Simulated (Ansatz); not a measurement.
## A log of run times: single point runs on H100 cards

Program: Ansatz 0.2.0. No other job shared the machine, and each run was timed once from launch to exit. Hardware: a node with eight NVIDIA H100 80GB cards and 96 AMD EPYC 7R13 cores. Times and memory are rounded to two significant figures, and ratios are formed from the unrounded values. A row is a single run, so small differences between rows aren't established. System services beside the runs took up to 2 cores (rounded up). Precision is the program's default, which can work at lower precision in parts of a run. Card memory is the largest of readings taken every 0.4 s, so short peaks can be missed, and it isn't given for runs under about 3 s. It shows what a run took, which needn't be the least that it can run in: the program holds more work at once where threads and free memory allow.

```
                                       system   level  atoms  k mesh  symmetry operations used (translations within a supercell counted)  k points  plane waves at Γ  dense FFT grid  bands at the start  spin         occupations  typed settings                                     flags  threads  cards used  cutoff (eV)  SCF iterations  wall time  SCF clock  outside it  CPU time  host memory (GiB)  fullest card (GiB)           the cards share                                                                                           remarks
                                   Ge (Fd-3m)     PBE      2   7×7×7                                                                  48        20               893        27×27×27                  18  none  fermi dirac 0.1 eV  forces; stress                --backend cuda --devices 1       48           1          420               8      1.7 s     0.23 s       1.5 s     3.6 s                1.1                                                                                                                                                
 a 4×4×4 supercell of GaAs (F-43m), displaced     PBE    128   2×2×2                                                                   1         8             59535     120×120×120                1024  none  fermi dirac 0.1 eV          forces                --backend cuda --devices 1       48           1          420              10      9.4 s      7.4 s       2.0 s      45 s                2.5                  67                                                                                                card 67 of 80 GiB; slots 8→5
 a 6×6×4 supercell of GaN (P6_3mc), displaced     PBE    576   1×1×1                                                                   1         1            128745     128×128×144                3168  none               fixed          forces  --backend cuda --devices 0,1,2,3,4,5,6,7       48           8          420              11       12 s      4.7 s       6.9 s      40 s                3.4                  24  the one k point, in part                                                                                                  
an 8×8×4 supercell of GaN (P6_3mc), displaced     PBE   1024   1×1×1                                                                   1         1            228843     180×180×144                5632  none               fixed          forces  --backend cuda --devices 0,1,2,3,4,5,6,7       48           8          420              11       22 s       14 s       7.6 s      84 s                5.0                  69  the one k point, in part                                                           card 69 of 80 GiB; projectors by tables
 a 7×6×6 supercell of GaAs (F-43m), displaced  r2SCAN    504   1×1×1                                                                   1         1            304227     216×180×180                4032  none  fermi dirac 0.1 eV          forces  --backend cuda --devices 0,1,2,3,4,5,6,7       48           8          500              11       26 s       18 s       7.8 s     100 s                6.4                  71  the one k point, in part                                            card 71 of 80 GiB; subspace 4→2; real-space projectors
 a 6×6×5 supercell of GaAs (F-43m), displaced  r2SCAN    360   1×1×2                                                                   1         2            217295     180×180×150                2880  none  fermi dirac 0.1 eV          forces                --backend cuda --devices 1       48           1          500              11      110 s      100 s       4.6 s   2.9 min                4.4                  71                            card 71 of 80 GiB; slots 2→1; tables rebuilt; projectors by tables; subspace 2→1; workspaces 4→1
```

The SCF clock is the program's own. It runs from the start of the first SCF loop to the final result and holds forces, stress, later SCFs and response steps. Outside it lie start-up, exit and the set-up ahead of the first loop, which depends on the cell and the method.

Runs at Γ alone can use real arithmetic, which is cheaper than at other k points.

«slots a→b»: to fit the memory the program cut the eigensolver solves (one k point and spin each) that it holds at once from a to b, which trades time for memory. «tables rebuilt»: for want of memory the program worked from the factors of the projector tables and didn't hold the whole tables, which saves memory and can cost time. «projectors by tables»: the card had no room for the projectors on the grid points about the atoms. «subspace a→b»: the factor that sizes the eigensolver's work panels (the Davidson subspace factor) was cut from a to b to fit the card. «workspaces a→b»: workspaces were narrowed from a to b bands to fit the card. «real-space projectors»: the card applied the projectors on the grid points about the atoms, another method than in rows without this remark. «card a of b GiB» or «host a of b GiB»: the run took three quarters or more of a card's memory (or the program reckoned to fill 85 % of what was free), or 60 % or more of the host memory that it had. The program fits its work to the free memory, so such a run may be limited by memory even where its log doesn't say so. Rows whose remarks tell of memory aren't like for like with rows without. Of long logs only the start and the end were kept, so a limit that memory set in between can be missed. Where the cards share one k point, they share only part of the work.

The rows are different systems and settings, so they are no series in one variable.

Displaced: atoms moved at random by about 0.04 Å along each cell vector.

All these runs read the PAW files of the folder soft_1, one of the program's own sets, generated with PBE, and start from superposed atoms.

Problem. How long does this run take? system: a 7×6×6 supercell of Si (Fd-3m), displaced; level: PBE; atoms: 504; k mesh: 1×1×1; symmetry operations used (translations within a supercell counted): 1; k points: 1; plane waves at Γ: 198541; dense FFT grid: 192×160×160; bands at the start: 1512; spin: none; occupations: fixed; typed settings: forces; flags: --backend cuda --devices 1; threads: 48; cards used: 1; cutoff (eV): 420.

Solution. 6.3 s, in 10 SCF iterations, with 21 s of CPU time and 2.9 GiB of host memory, and 34 GiB on the fullest card. Of the wall time 4.5 s is on the SCF clock and 1.8 s outside. Remarks: bands 1512→1336. «bands a→b»: once the levels showed a gap the program dropped high empty bands and went on with b of the a at the start.
